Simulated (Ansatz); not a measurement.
# CH7NSi2: the cost of one run

Program: Ansatz 0.2.0. Level of theory: RKS B3LYP-D4/STO-3G. These are calculated values, not measurements.

## Step 1: The starting structure

Bond lengths: N1–Si2 1.625 Å, Si2–C3 1.809 Å, Si2–Si4 2.274 Å, C3–Si4 1.836 Å, N1–H5 1.066 Å, N1–H6 1.036 Å, Si2–H7 1.502 Å, C3–H8 1.022 Å, C3–H9 1.150 Å, Si4–H10 1.421 Å, Si4–H11 1.549 Å. Angles (14 of 21 angles, heavy atoms first): N1–Si2–C3 104.5°, N1–Si2–Si4 124.0°, C3–Si2–Si4 51.9°, Si2–C3–Si4 77.2°, Si2–Si4–C3 50.9°, N1–Si2–H7 113.0°, C3–Si2–H7 107.7°, Si4–Si2–H7 122.3°, Si2–N1–H5 111.6°, Si2–N1–H6 113.6°, Si2–C3–H8 119.8°, Si2–C3–H9 115.4°, Si4–C3–H8 119.6°, Si4–C3–H9 113.3°.

As a file:

```xyz
11

N    -1.3447    1.1674   -0.6852
Si    0.1942    0.6563   -0.5778
C     0.2208   -0.3901    0.8979
Si    0.7984   -1.5301   -0.4206
H    -1.4101    2.1227   -1.1543
H    -1.7804    1.3661    0.2331
H     1.1698    1.7772   -0.3599
H    -0.6500   -0.5912    1.3939
H     1.0355   -0.1362    1.6691
H     2.1590   -1.9291   -0.3264
H    -0.3272   -2.5699   -0.6490
```

## Step 2: End point A

The input, input.yaml:

```yaml
crystal:
  periodic: [false, false, false]
  atoms:
    - { symbol: "N", position_ang: [-1.3447, 1.1674, -0.6852] }
    - { symbol: Si, position_ang: [0.1942, 0.6563, -0.5778] }
    - { symbol: C, position_ang: [0.2208, -0.3901, 0.8979] }
    - { symbol: Si, position_ang: [0.7984, -1.5301, -0.4206] }
    - { symbol: H, position_ang: [-1.4101, 2.1227, -1.1543] }
    - { symbol: H, position_ang: [-1.7804, 1.3661, 0.2331] }
    - { symbol: H, position_ang: [1.1698, 1.7772, -0.3599] }
    - { symbol: H, position_ang: [-0.65, -0.5912, 1.3939] }
    - { symbol: H, position_ang: [1.0355, -0.1362, 1.6691] }
    - { symbol: H, position_ang: [2.159, -1.9291, -0.3264] }
    - { symbol: H, position_ang: [-0.3272, -2.5699, -0.649] }
basis:
  gaussian: { orbitals: STO-3G }
hamiltonian:
  xc: b3lyp
  dispersion: d4
relax:
  f_tol: 0.015
  max_steps: 40
```

The run is started by

```
$ ansatz run input.yaml --threads 1 --pin off --max-ram 2048MiB --backend cpu --events-out ev --progress --plain --runs-dir out
```

Q: Estimate wall time and peak memory on 1 thread of Arm Neoverse V1, shared host.

About 44 s, with a peak of 0.12 GiB.
